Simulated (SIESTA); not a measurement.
Crystal: GeCN2.

```xyz
4
Lattice="1.7938 1.0356 4.9220 -1.7938 1.0356 4.9220 0.0000 -2.0713 4.9220" Properties=species:S:1:pos:R:3 pbc="T T T"
Ge    0.0000    0.0000    0.0000
N     0.0000    0.0000    8.6219
N     0.0000    0.0000    6.1440
C     0.0000    0.0000    7.3829
```

The cell comes from a database or a generator and needn't be the stable form of this composition.

Base run:

```yaml
Program: SIESTA 5.4.2
Functional: PBEsol
Potentials_or_basis: PseudoDojo 0.4 standard (PBEsol files)
Basis: DZP (energy shift 0.003 Ry; two zetas on semicore shells)
Grid_cutoff: 800 Ry
Energy_shift: 0.003 Ry
k_mesh: 9 × 9 × 9
Occupations: fermi-dirac, width 0.05 eV
Spin: no spin polarisation
```

Its results: band gap on the k mesh 1.05 eV, indirect (least direct gap 1.88 eV); pressure 1.7 GPa; largest force 1.991 eV/Å.

Task: The run is repeated on the same cell with these changes: functional from PBEsol to LDA; potentials or basis from PseudoDojo 0.4 standard (PBEsol files) to PseudoDojo 0.4 standard (LDA files). What comes out?

Result: Band gap on the k mesh 1.03 eV, indirect (least direct gap 1.83 eV); pressure -1.7 GPa; largest force 1.606 eV/Å.

Caveats: the basis of atomic orbitals isn't converged, which shifts pressures, moduli and gaps; forces of over 1 eV/Å show positions far from the minimum, so gaps and moduli don't describe the material at rest.

A k mesh can miss the band edges.

Not every run made on this cell is shown here.
